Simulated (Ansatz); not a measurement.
# GdN (Fm-3m): the volume at zero pressure

Aim: the volume at which the pressure of GdN (Fm-3m) vanishes.

Method: DFT PBE+U (U_eff = 6 eV on Gd 4f), scalar-relativistic, plane waves, PAW, in Ansatz 0.2.0.

6 further runs of the same task are left out: 6 set aside as unsound or not needed.

### 1 The starting structure

Symmetry: Fm-3m, No. 225, cubic system. The conventional cell has a = 4.999 Å, b = 4.999 Å, c = 4.999 Å, α = 90.00°, β = 90.00°, γ = 90.00°. Gd (site symmetry m-3m) has 6 N at 2.50 Å as nearest neighbours. Around N (site symmetry m-3m) lie 6 Gd at 2.50 Å.

Structure file:

```cif
data_structure
_symmetry_space_group_name_H-M 'Fm-3m'
_symmetry_Int_Tables_number 225
_cell_length_a 4.9990
_cell_length_b 4.9990
_cell_length_c 4.9990
_cell_angle_alpha 90.000
_cell_angle_beta 90.000
_cell_angle_gamma 90.000
_cell_volume 124.93
loop_
_atom_site_label
_atom_site_type_symbol
_atom_site_symmetry_multiplicity
_atom_site_Wyckoff_symbol
_atom_site_fract_x
_atom_site_fract_y
_atom_site_fract_z
_atom_site_occupancy
Gd1 Gd 4 a 0.00000 0.00000 0.00000 1
N1 N 4 b 0.50000 0.00000 0.00000 1
```

The moments start at Gd 7.00 μB.

### 2 First run, at the start cell

The input, input.yaml:

```yaml
crystal:
  lattice:
    - [0.0, 2.4995, 2.4995]
    - [2.4995, 0.0, 2.4995]
    - [2.4995, 2.4995, 0.0]
  atoms:
    - { symbol: Gd, position: [0.0, 0.0, 0.0], spin: 7.0 }
    - { symbol: "N", position: [0.5, 0.5, 0.5] }
basis:
  ecutwfc: 420
  ecutrho_ratio: 4
kpoints:
  mp_grid: { grid: [5, 5, 5] }
hamiltonian:
  xc: pbe
  hubbard: { sites: [{ species: Gd, l: f, u_eff: 6.0 }] }
scf:
  occupations: { method: gaussian, width: 0.05 }
output:
  forces: true
  stress: true
  eigenvalues: true
  populations: true
  hubbard: { sites: [{ species: Gd, l: f }] }
magnetization:
  spin_polarized: true
```

On the command line:

```
ansatz run input.yaml --threads 2 --pin off --max-ram 5120MiB --backend cpu --events-out ev --progress --plain --runs-dir out
```

After this run come: The same volume, run 2; Volume adjusted, run 3; Volume adjusted, run 4.

Q: Predict the outcome of this session. Wanted: volume; pressure; conventional cell; gap on the mesh; moments in the spheres.

The runs gave:

```
              quantity                                                                      value
                volume                                                             15.644 Å³/atom
              pressure                                                                   0.00 GPa
     conventional cell  a = 5.002 Å, b = 5.002 Å, c = 5.002 Å, α = 90.00°, β = 90.00°, γ = 90.00°
       gap on the mesh                                                               none (metal)
moments in the spheres                                                        Gd 6.94; N -0.14 μB
```

In words: The volume went from 15.62 to 15.64 Å³/atom (+0.2 %), where 0.00 GPa is left. Only the order of the starting moments is followed; others weren't tried in this session. Open d and f shells can converge to several self-consistent states; these numbers belong to the ones reached here. Spin–orbit coupling is left out, though the cell holds Gd; it splits the 4f levels.
